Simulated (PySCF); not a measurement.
**InP−: from the state search to spectroscopic constants**

One table from this session's results is given with a row withheld; the runs are named, their logs left out.

Program: PySCF 2.14.0. Level of theory: In def2-TZVPPD with ECP28, P def2-TZVPPD, scalar-relativistic core potentials. These are calculated values, not measurements.

3 further runs of the same task are left out: 3 set aside as unsound or not needed.

Set-up of the first run:

A driver script around PySCF takes these settings:

```yaml
atoms: In, P
charge: -1
basis: In def2-TZVPPD with ECP28, P def2-TZVPPD
Hamiltonian: scalar-relativistic core potentials
basis_functions: 104
electrons_treated: 37
masses_in_u: 114.9039, 30.9738
levels: PBE0, PBE, r²SCAN, TPSS, B97-3, BP86, B2PLYP, revPBE, CAM-B3LYP, MP2, SCS-MP2, CCSD, CCSD(T)
grid: 80 radial by 434 angular points
occupations: held fixed by the projection of orbital angular momentum
dissociation_limit: In + P−, each in its ground configuration
starting_distance_in_angstrom: 2.555
values_of_2S_to_try: 1, 3
```

Command:

```console
> OMP_NUM_THREADS=2 python dia.py task.json out
```

Steps of the session up to this table: Input; First curve: PBE0; Excited determinants; PBE (GGA); r²SCAN (meta-GGA); TPSS (meta-GGA); B97-3; BP86 (GGA); B2PLYP (double hybrid); revPBE; CAM-B3LYP; Adding correlation.

One table of the session follows, with a row left open; its other results are not shown here.

Energy (eV) from each level's lowest point:

```
R (Å)  ROHF-MP2  ROHF-SCS-MP2  ROHF-CCSD  ROHF-CCSD(T)    PBE
2.104     0.884         0.931        n/a           n/a  0.987
2.201     0.380         0.410      0.413         0.440  0.463
2.299         ?             ?          ?             ?      ?
2.373     0.019         0.027      0.027         0.036  0.047
2.446     0.000         0.000      0.000         0.000  0.000
2.519     0.036         0.028      0.029         0.019  0.005
2.617     0.145         0.129      0.131         0.105  0.073
2.740     0.348         0.322      0.326         0.277  0.222
2.886     0.648         0.611      0.614         0.534  0.455
3.082     1.094         1.042        n/a           n/a  0.798
```

Estimate the missing values for R (Å) = 2.299.

Worked estimate for «ROHF-MP2». A straight line through the neighbours (2.201, 0.380) and (2.373, 0.019) gives 0.380 + (0.019 − 0.380) × (2.299 − 2.201) / (2.373 − 2.201) = 0.174; a parabola fitted to 4 rows on both sides gives 0.098.

As computed: ROHF-MP2: 0.109; ROHF-SCS-MP2: 0.127; ROHF-CCSD: 0.127; ROHF-CCSD(T): 0.144; PBE: 0.164. In «ROHF-MP2» the line misses by +0.065 and the parabola by -0.011.

Limits of these values: Lowest PBE0 solution found, without spin–orbit coupling: ²Π (doublet), unpaired electrons π ↑. Warnings in the runs' records: inverted.
